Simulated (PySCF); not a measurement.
# [PbI2]2+: other functionals and bases at one geometry

One table from this session's results is given with a row withheld; the runs are named, their logs left out.

The runs use PySCF 2.14.0; several levels, as the steps say, no spin–orbit coupling.

2 further runs of the same task are left out: 1 for a known fault of the program, 1 that didn't finish.

### The system as given

3 atoms, charge 2, spin multiplicity 1.

Bond lengths: Pb1–I2 2.671 Å, Pb1–I3 2.671 Å. Angles: I2–Pb1–I3 180.0°.

Coordinates:

```tsv
atom	x (Å)	y (Å)	z (Å)
Pb1	0.0000	0.0000	0.0000
I2	0.0000	0.0000	2.6709
I3	0.0000	0.0000	-2.6709
```

Formal oxidation states: Pb +4. An earlier session relaxed this geometry at TPSS, Pb def2-SVP with ECP60, I def2-SVP with ECP28 (singlet, point group D∞h).

At TPSS on the finer grid: E = -787.276143 Eh, HOMO -17.12 eV, LUMO -16.20 eV, Mulliken charge on Pb1 +0.98 e, largest force component 0.006 eV/Å. The gap is small, and the closed shell wasn't tested for a lower spin-broken solution.

Levels to run: wB97X; revPBE; BLYP; M06-L; TPSS, TZVP; TPSS, x2c-SVP. Hardware: 2 threads of Arm Neoverse V1, shared host.

The first run:

Input file run.py (the lines that set the calculation):

```python
mol = gto.M(atom='''
Pb     0.00000     0.00000     0.00000
I      0.00000     0.00000     2.67085
I      0.00000     0.00000    -2.67085''',
    basis={'Pb': 'def2-SVP', 'I': 'def2-SVP'},
    ecp={'Pb': 'def2-SVP', 'I': 'def2-SVP'},
    charge=2, spin=0)
mf = dft.RKS(mol, xc='WB97X')
mf.grids.atom_grid = (75, 302)
mf = mf.density_fit()  # fitting sets: Pb def2-universal-JKFIT, I def2-universal-JKFIT
mf.conv_tol = 1e-08; mf.max_cycle = 55
mf.kernel(dm0)  # dm0: the density of the relaxed state
```

Started as:

```sh
$ OMP_NUM_THREADS=2 python run.py
```

Steps of the session up to this table: wB97X; revPBE; BLYP; M06-L; TPSS, TZVP; TPSS, x2c-SVP.

One table of the session follows, with a row left open; its other results are not shown here.

```
              level  HOMO (eV)  gap (eV)  charge on Pb1 (e)  largest force component (eV/Å)
TPSS (relaxed here)     -17.12      0.92               0.98                            0.01
              wB97X     -20.24      6.52               1.01                            0.41
             revPBE     -16.97      0.83               0.95                            0.22
               BLYP     -16.84      0.77               0.91                            0.48
              M06-L          ?         ?                  ?                               ?
         TPSS, TZVP     -17.03      1.08               1.08                            0.29
      TPSS, x2c-SVP     -17.15      0.92               1.09                            0.15
```

Q: Estimate the row for M06-L from the others.

**Answer.** HOMO (eV): -17.01; gap (eV): 1.07; charge on Pb1 (e): 1.02; largest force component (eV/Å): 0.20. In the column «HOMO (eV)» it lies between TPSS, TZVP (-17.03) and revPBE (-16.97).

In one basis the HOMO–LUMO gap runs from 0.77 eV (BLYP) to 6.52 eV (wB97X). The largest leftover force, 0.48 eV/Å with BLYP, stands at a geometry relaxed at another level. Total energies of different levels can't be compared.
